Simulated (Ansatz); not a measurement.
# ScIr: a run for elastic constants

Aim: a sound run for elastic constants of ScIr. The structure is shown as the input types it.

Program: Ansatz 0.2.0. Level of theory: DFT, PBEsol, PAW with Ansatz's default frozen-core files, scalar-relativistic; elastic constants from stresses of strained cells. These are calculated values, not measurements.

1 further run of the same task is left out (set aside as unsound or not needed).

### 1 The system as given

Symmetry: Pm-3m, No. 221, cubic system. Conventional cell: a = 2.551 Å, b = 2.551 Å, c = 2.551 Å, α = 90.00°, β = 90.00°, γ = 90.00°. Around Sc (site symmetry m-3m) lie 8 Ir at 2.21 Å. Around Ir (site symmetry m-3m) lie 8 Sc at 2.21 Å.

As a file:

```xyz
2
Lattice="2.5513 0.0000 0.0000 0.0000 2.5513 0.0000 0.0000 0.0000 2.5513" Properties=species:S:1:pos:R:3 pbc="T T T"
Sc    1.2756    1.2756    1.2756
Ir    0.0000    0.0000    0.0000
```

### 2 The calculation

input.yaml

```yaml
crystal:
  lattice:
    - [2.55125639, 0.0, 0.0]
    - [0.0, 2.55125639, 0.0]
    - [0.0, 0.0, 2.55125639]
  atoms:
    - { symbol: Sc, position: [0.5, 0.5, 0.5] }
    - { symbol: Ir, position: [0.0, 0.0, 0.0] }
kpoints:
  mp_grid: { grid: [14, 14, 14] }
scf:
  occupations: { method: fermi_dirac, width: 0.08 }
  max_iter: 100
hamiltonian:
  xc: pbesol
  pseudopotentials: { kind: paw }
elastic:
  mode: relaxed_ion
  stencil: two_point
  amplitude: 0.008
```

Command:

```bash
> ansatz run input.yaml --threads 1 --pin off --max-ram 2048MiB --backend cpu --events-out ev --progress --plain --runs-dir out
```

Q: Will this input give a usable result? If not, why, and what should change?

The run converged and reported no error. It gives a pressure of 483 GPa, which is large; a structure far from rest gives such values too, whatever the setting.

The structure is squeezed far below its natural size. The shortest distance in the input is 2.21 Å, between atoms 1 (Sc) and 2 (Ir).

The cure: use the intended lattice or bond lengths.
